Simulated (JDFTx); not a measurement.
# ZnS2 (Pa-3) in JDFTx: reference runs

How does ZnS2 come out in PBEsol? The cell is run as given.

Everything below comes from runs of JDFTx 1.7.0 (patched build). Logs are shortened: lines on timing, memory, paths and dates and some standing lists are left out, and cuts for length are marked. The log counts tension as positive stress, the text compression.

### 1 Starting point

Symmetry: Pa-3, No. 205, cubic system. Conventional cell: a = 5.945 Å, b = 5.945 Å, c = 5.945 Å, α = 90.00°, β = 90.00°, γ = 90.00°. Around Zn (site symmetry -3) lie 6 S at 2.52 Å. Around S (site symmetry 3) lie 1 S at 2.06 Å.

The cell comes from a database or a generator and needn't be the stable form of this composition.

### 2 Single point, PBEsol

Contents of ZnS2.in:

```
lattice \
   11.2352352624     0.0000000000     0.0000000000 \
    0.0000000000    11.2352352624     0.0000000000 \
    0.0000000000     0.0000000000    11.2352352624
coords-type Lattice
ion Zn     0.0000000000     0.0000000000     0.0000000000 1
ion Zn     0.0000000000     0.5000000000     0.5000000000 1
ion Zn     0.5000000000     0.0000000000     0.5000000000 1
ion Zn     0.5000000000     0.5000000000     0.0000000000 1
ion S      0.3997536100     0.3997536100     0.3997536100 1
ion S      0.6002463900     0.8997536100     0.1002463900 1
ion S      0.1002463900     0.6002463900     0.8997536100 1
ion S      0.8997536100     0.1002463900     0.6002463900 1
ion S      0.6002463900     0.6002463900     0.6002463900 1
ion S      0.3997536100     0.1002463900     0.8997536100 1
ion S      0.8997536100     0.3997536100     0.1002463900 1
ion S      0.1002463900     0.8997536100     0.3997536100 1

ion-species pseudo/Zn.upf
ion-species pseudo/S.upf
elec-cutoff 42 336
elec-ex-corr gga-PBEsol
kpoint-folding 5 5 5
elec-smearing Fermi 0.0018374661
elec-n-bands 78
electronic-SCF nIterations 100 energyDiffThreshold 1e-09
electronic-minimize nIterations 30 energyDiffThreshold 1e-7
converge-empty-states yes
forces-output-coords Cartesian

dump-name run.$VAR
dump End Ecomponents EigStats BandEigs Kpoints Forces Stress
```

Potentials or basis: PseudoDojo-SR-PBEsol-0.4.1-standard with smoothed tails.

Launch:

```bash
jdftx -c 1 -i ZnS2.in -o ZnS2.out
```

The log of the run:

```text
*************** JDFTx 1.7.0 (patched build) ***************

Input parsed successfully to the following command list (including defaults):
[... the input with its defaults ...]

---------- Setting up symmetries ----------

Found 48 point-group symmetries of the bravais lattice
Found 24 space-group symmetries with basis
Applied RMS atom displacement 2.75631e-17 bohrs to make symmetries exact.

---------- Initializing the Grid ----------
R =
[      11.2352            0            0  ]
[            0      11.2352            0  ]
[            0            0      11.2352  ]
unit cell volume = 1418.23
G =
[   0.559239          0          0  ]
[          0   0.559239          0  ]
[          0          0   0.559239  ]
Minimum fftbox size, Smin = [  96  96  96  ]
Chosen fftbox size, S = [  96  96  96  ]

---------- Initializing tighter grid for wavefunction operations ----------
R =
[      11.2352            0            0  ]
[            0      11.2352            0  ]
[            0            0      11.2352  ]
unit cell volume = 1418.23
G =
[   0.559239          0          0  ]
[          0   0.559239          0  ]
[          0          0   0.559239  ]
Minimum fftbox size, Smin = [  68  68  68  ]
Chosen fftbox size, S = [  70  70  70  ]

---------- Exchange Correlation functional ----------
Initalized PBEsol GGA exchange.
Initalized PBEsol GGA correlation.

---------- Setting up pseudopotentials ----------
Width of ionic core gaussian charges (only for fluid interactions / plotting) set to 0

Reading pseudopotential file 'pseudo/Zn.upf':
  'Zn' pseudopotential, 'PBESOL' functional
  Generated using ONCVPSP code by D. R. Hamann
  20 valence electrons, 4 orbitals, 6 projectors, 1001 radial grid points, with lMax = 2
    3S    l: 0   occupation:  2.0   eigenvalue: -4.737836
    3P    l: 1   occupation:  6.0   eigenvalue: -3.059602
    3D    l: 2   occupation: 10.0   eigenvalue: -0.373698
    4S    l: 0   occupation:  2.0   eigenvalue: -0.220431
  Core radius for overlap checks: 1.79 bohrs.

Reading pseudopotential file 'pseudo/S.upf':
  'S' pseudopotential, 'PBESOL' functional
  Generated using ONCVPSP code by D. R. Hamann
  6 valence electrons, 2 orbitals, 6 projectors, 1001 radial grid points, with lMax = 2
    3S    l: 0   occupation:  2.0   eigenvalue: -0.631879
    3P    l: 1   occupation:  4.0   eigenvalue: -0.256451
  Core radius for overlap checks: 1.58 bohrs.

Initialized 2 species with 12 total atoms.

Folded 1 k-points by 5x5x5 to 125 k-points.

---------- Setting up k-points, bands, fillings ----------
Reduced to 11 k-points under symmetry.
Computing the number of bands and number of electrons
Calculating initial fillings.
nElectrons: 128.000000   nBands: 78   nStates: 11

----- Setting up reduced wavefunction bases (one per k-point) -----
average nbasis = 18440.344 , ideal nbasis = 18438.027

---------- Setting up ewald sum ----------
Optimum gaussian width for ewald sums = 2.962298 bohr.
Real space sum over 729 unit cells with max indices [  4  4  4  ]
Reciprocal space sum over 3375 terms with max indices [  7  7  7  ]

---------- Allocating electronic variables ----------
Initializing wave functions:  linear combination of atomic orbitals
Note: number of bands (78) exceeds available atomic orbitals (72)
Zn pseudo-atom occupations:   s ( 2 2 )  p ( 6 )  d ( 10 )
S pseudo-atom occupations:   s ( 2 )  p ( 4 )
	FillingsUpdate:  mu: +0.415791377  nElectrons: 128.000000
LCAOMinimize: Iter:   0  F: -907.3850450480115342  |grad|_K:  1.685e-03  alpha:  1.000e+00
	FillingsUpdate:  mu: +0.405418219  nElectrons: 128.000000
LCAOMinimize: Iter:   1  F: -907.4528567028024781  |grad|_K:  1.306e-04  alpha:  7.072e-01  linmin:  8.936e-03  cgtest: -1.161e-01
	FillingsUpdate:  mu: +0.405547019  nElectrons: 128.000000
[... 4 lines of inner loops ...]
LCAOMinimize: Iter:   4  F: -907.4532969417465438  |grad|_K:  2.654e-07  alpha:  7.322e-01  linmin:  2.656e-04  cgtest:  8.773e-03
	FillingsUpdate:  mu: +0.405609228  nElectrons: 128.000000
LCAOMinimize: Iter:   5  F: -907.4532969438268992  |grad|_K:  2.639e-08  alpha:  8.807e-01  linmin: -5.340e-03  cgtest:  2.082e-02
LCAOMinimize: Converged (|Delta F|<1.000000e-06 for 2 iters).

-------- Electronic minimization -----------
Will mix electronic density at each iteration.
	FillingsUpdate:  mu: +0.405609228  nElectrons: 128.000000
	FillingsUpdate:  mu: +0.383228961  nElectrons: 128.000000
SCF: Cycle:  0   F: -908.047742927098170   dF: -5.944e-01   |Residual|: 3.520e-01   |deigs|: 7.800e-02
	FillingsUpdate:  mu: +0.370111384  nElectrons: 128.000000
SCF: Cycle:  1   F: -908.162881060630752   dF: -1.151e-01   |Residual|: 1.475e-01   |deigs|: 2.564e-02
	FillingsUpdate:  mu: +0.363319627  nElectrons: 128.000000
SCF: Cycle:  2   F: -908.179364460892543   dF: -1.648e-02   |Residual|: 2.832e-02   |deigs|: 6.911e-03
	FillingsUpdate:  mu: +0.363627834  nElectrons: 128.000000
SCF: Cycle:  3   F: -908.179800565185701   dF: -4.361e-04   |Residual|: 1.139e-02   |deigs|: 2.318e-03
	FillingsUpdate:  mu: +0.363773922  nElectrons: 128.000000
SCF: Cycle:  4   F: -908.179843952877832   dF: -4.339e-05   |Residual|: 2.445e-03   |deigs|: 2.066e-04
	FillingsUpdate:  mu: +0.363795149  nElectrons: 128.000000
SCF: Cycle:  5   F: -908.179856868395973   dF: -1.292e-05   |Residual|: 8.121e-04   |deigs|: 4.129e-04
	FillingsUpdate:  mu: +0.363833590  nElectrons: 128.000000
SCF: Cycle:  6   F: -908.179861350128590   dF: -4.482e-06   |Residual|: 3.562e-04   |deigs|: 4.555e-05
	FillingsUpdate:  mu: +0.363834795  nElectrons: 128.000000
SCF: Cycle:  7   F: -908.179863162121251   dF: -1.812e-06   |Residual|: 1.687e-04   |deigs|: 9.066e-05
	FillingsUpdate:  mu: +0.363828594  nElectrons: 128.000000
SCF: Cycle:  8   F: -908.179863979493234   dF: -8.174e-07   |Residual|: 9.502e-05   |deigs|: 3.601e-05
	FillingsUpdate:  mu: +0.363827521  nElectrons: 128.000000
SCF: Cycle:  9   F: -908.179864332640932   dF: -3.531e-07   |Residual|: 7.661e-05   |deigs|: 2.490e-05
	FillingsUpdate:  mu: +0.363827105  nElectrons: 128.000000
SCF: Cycle: 10   F: -908.179864495997549   dF: -1.634e-07   |Residual|: 6.682e-05   |deigs|: 2.499e-05
	FillingsUpdate:  mu: +0.363827784  nElectrons: 128.000000
SCF: Cycle: 11   F: -908.179864570810309   dF: -7.481e-08   |Residual|: 4.539e-05   |deigs|: 2.455e-05
	FillingsUpdate:  mu: +0.363826548  nElectrons: 128.000000
SCF: Cycle: 12   F: -908.179864606252636   dF: -3.544e-08   |Residual|: 1.929e-05   |deigs|: 2.161e-05
	FillingsUpdate:  mu: +0.363826798  nElectrons: 128.000000
SCF: Cycle: 13   F: -908.179864622100013   dF: -1.585e-08   |Residual|: 1.094e-05   |deigs|: 1.899e-05
	FillingsUpdate:  mu: +0.363826699  nElectrons: 128.000000
SCF: Cycle: 14   F: -908.179864629126769   dF: -7.027e-09   |Residual|: 1.133e-05   |deigs|: 1.738e-05
	FillingsUpdate:  mu: +0.363826576  nElectrons: 128.000000
SCF: Cycle: 15   F: -908.179864632488602   dF: -3.362e-09   |Residual|: 4.220e-06   |deigs|: 1.843e-05
	FillingsUpdate:  mu: +0.363826554  nElectrons: 128.000000
SCF: Cycle: 16   F: -908.179864634002683   dF: -1.514e-09   |Residual|: 3.345e-06   |deigs|: 1.817e-05
	FillingsUpdate:  mu: +0.363826513  nElectrons: 128.000000
SCF: Cycle: 17   F: -908.179864634706860   dF: -7.042e-10   |Residual|: 4.243e-06   |deigs|: 1.857e-05
	FillingsUpdate:  mu: +0.363826584  nElectrons: 128.000000
SCF: Cycle: 18   F: -908.179864635060426   dF: -3.536e-10   |Residual|: 7.406e-07   |deigs|: 1.801e-05
SCF: Converged (|Delta E|<1.000000e-09 for 2 iters).

Setting wave functions to eigenvectors of Hamiltonian
Converging empty states (this may take a while):
EmptyStates: None of the convergence criteria satisfied.
|deigs|: 4.886e-04

# Stress tensor in Cartesian coordinates [Eh/a0^3]:
[  6.42886e-05            0            0  ]
[            0  6.42886e-05            0  ]
[            0            0  6.42886e-05  ]

# Ionic positions in lattice coordinates:
ion Zn   0.000000000000000   0.000000000000000   0.000000000000000 1
ion Zn   0.000000000000000   0.500000000000000   0.500000000000000 1
ion Zn   0.500000000000000   0.000000000000000   0.500000000000000 1
ion Zn   0.500000000000000   0.500000000000000   0.000000000000000 1
ion S   0.399753610000000   0.399753610000000   0.399753610000000 1
ion S   0.600246390000000   0.899753610000000   0.100246390000000 1
ion S   0.100246390000000   0.600246390000000   0.899753610000000 1
ion S   0.899753610000000   0.100246390000000   0.600246390000000 1
ion S   0.600246390000000   0.600246390000000   0.600246390000000 1
ion S   0.399753610000000   0.100246390000000   0.899753610000000 1
ion S   0.899753610000000   0.399753610000000   0.100246390000000 1
ion S   0.100246390000000   0.899753610000000   0.399753610000000 1

# Forces in Cartesian coordinates:
force Zn  -0.000000000000000  -0.000000000000000   0.000000000000000 1
force Zn   0.000000000000000   0.000000000000000  -0.000000000000000 1
force Zn  -0.000000000000000  -0.000000000000000  -0.000000000000000 1
force Zn   0.000000000000000   0.000000000000000   0.000000000000000 1
force S  -0.002658674577049  -0.002658674577049  -0.002658674577049 1
force S   0.002658674577049  -0.002658674577049   0.002658674577049 1
force S   0.002658674577049   0.002658674577049  -0.002658674577049 1
force S  -0.002658674577049   0.002658674577049   0.002658674577049 1
force S   0.002658674577049   0.002658674577049   0.002658674577049 1
force S  -0.002658674577049   0.002658674577049  -0.002658674577049 1
force S  -0.002658674577049  -0.002658674577049   0.002658674577049 1
force S   0.002658674577049  -0.002658674577049  -0.002658674577049 1

# Energy components:
   Eewald =     -473.0386033763050477
       EH =      374.3916265180983487
     Eloc =     -931.5335120414515586
      Enl =     -180.1864046572158315
      Exc =     -114.2687727520867327
 Exc_core =       15.8104294592986445
       KE =      400.6453722247671294
-------------------------------------
     Etot =     -908.1798646248952309
       TS =        0.0000000101651797
-------------------------------------
        F =     -908.1798646350604258

IonicMinimize: Iter:   0  F: -908.179864635060426  |grad|_K:  2.171e-03
IonicMinimize: None of the convergence criteria satisfied after 0 iterations.

#--- Lowdin population analysis ---
# oxidation-state Zn +1.237 +1.237 +1.237 +1.237
# oxidation-state S -0.461 -0.461 -0.461 -0.461 -0.461 -0.461 -0.461 -0.461

Dumping 'run.eigStats' ...
	eMin: -4.271138 at state 0 ( [ +0.000000 +0.000000 +0.000000 ] spin 0 )
	HOMO: +0.339722 at state 0 ( [ +0.000000 +0.000000 +0.000000 ] spin 0 )
	mu  : +0.363827
	LUMO: +0.388628 at state 7 ( [ +0.200000 +0.200000 +0.200000 ] spin 0 )
	eMax: +0.578166 at state 2 ( [ +0.000000 +0.000000 +0.400000 ] spin 0 )
	HOMO-LUMO gap: +0.048906
	Optical gap  : +0.061114 at state 0 ( [ +0.000000 +0.000000 +0.000000 ] spin 0 )
WARNING: the last solve of the electrons (or of bands or displaced states from it) ended unconverged.
Done!
[note: the Lowdin charges miss the electrons that lie outside the files' atomic orbitals]
[note: mu as printed may lie anywhere between the filled and the empty levels]
```

Wall time 13 min (1 thread of Intel Xeon Platinum 8488C (Sapphire Rapids), shared host); peak memory 1.1 GiB.

What came out:

* Free energy: -24712.8331 eV
* Pressure: -1.9 GPa
* Largest force: 0.237 eV/Å
* Band gap on the k mesh: 1.33 eV, indirect (least direct gap 1.66 eV)

Forces in eV/Å, atoms in the order of the input:
```
Zn   0.000  0.000  0.000
Zn   0.000  0.000  0.000
Zn   0.000  0.000  0.000
Zn   0.000  0.000  0.000
S   -0.137 -0.137 -0.137
S    0.137 -0.137  0.137
S    0.137  0.137 -0.137
S   -0.137  0.137  0.137
S    0.137  0.137  0.137
S   -0.137  0.137 -0.137
S   -0.137 -0.137  0.137
S    0.137 -0.137 -0.137
```

Caveat: the empty levels aren't tightly converged; an odd mesh through Γ misses points on the zone boundary, where band edges often lie. PBEsol gaps usually lie below the measured ones, often by a third to a half.
